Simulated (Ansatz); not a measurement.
## PdS2: relaxation of cell and atoms with LDA

PdS2:

```xyz
3
Lattice="3.5879 0.0000 0.0000 -1.7939 3.1072 0.0000 0.0000 0.0000 4.8980" Properties=species:S:1:pos:R:3 pbc="T T T"
Pd    0.0000    0.0000    2.4490
S     1.7940    1.0357    3.8971
S     1.7940    1.0357    1.0010
```

The cell was built by a generator and needn't be a form met in nature.

* Program: Ansatz 0.2.0
* Task: relaxation of cell and atoms
* Functional: LDA
* Potentials or basis: Ansatz PAW
* Cutoff: 420 eV (not typed: the program's choice for these potentials)
* k mesh: 7 × 7 × 5
* Occupations: fermi-dirac, width 0.05 eV
* Spin: spin-orbit coupling, no magnetisation

```json
{
  "Relaxed volume": "17.53 Å³/atom",
  "Relaxed cell": "a = 3.546 Å, b = 3.546 Å, c = 4.831 Å, α = 90.00°, β = 90.00°, γ = 120.00°",
  "Space group after relaxing (to 0.05 Å)": "P-6m2 (No. 187)",
  "Energy gained by relaxing": "9.8 meV/atom",
  "Ionic steps": "5",
  "Pressure after relaxing": "0.0 GPa",
  "Band gap on the k mesh": "none (metal or under the smearing width)"
}
```

The path:
```
step  energy change (eV)  largest force (eV/Å)  volume (Å³)
   1              0.0000                0.2629        54.61
   2             -0.0295                0.0741        52.51
   3             -0.0297                0.0287        52.59
   4             -0.0297                0.0007        52.60
   5             -0.0294                0.0006        52.60
```

Final structure:
```
Pd S
1.0
     3.54557    0.00000    0.00000
    -1.77278    3.07055    0.00000
     0.00000    0.00000    4.83113
Pd S
1 2
Cartesian
  0.0000 0.0000 2.4156
  1.7728 1.0235 3.8310
  1.7728 1.0235 1.0001
```

Levels at points of the mesh, in eV from the Fermi level:
| k point | band 27 | band 28 | band 29 | band 30 | band 31 | band 32 | band 33 | band 34 |
| --- | --- | --- | --- | --- | --- | --- | --- | --- |
| (0.00, 0.00, 0.00) | -0.91 | -0.91 | 1.18 | 1.18 | 1.30 | 1.30 | 3.11 | 3.11 |

It took 32 s on 2 threads of Intel(R) Xeon(R) Processor @ 2.70GHz, with other jobs on the host, peak memory 0.51 GiB.

Caveat: the plane-wave basis is chosen anew once the cell has moved, so the energies of steps on either side of that aren't comparable; the PAW data sets come from PBE, with cores solved anew for the run's functional, which leaves a small shift of forces and pressure.
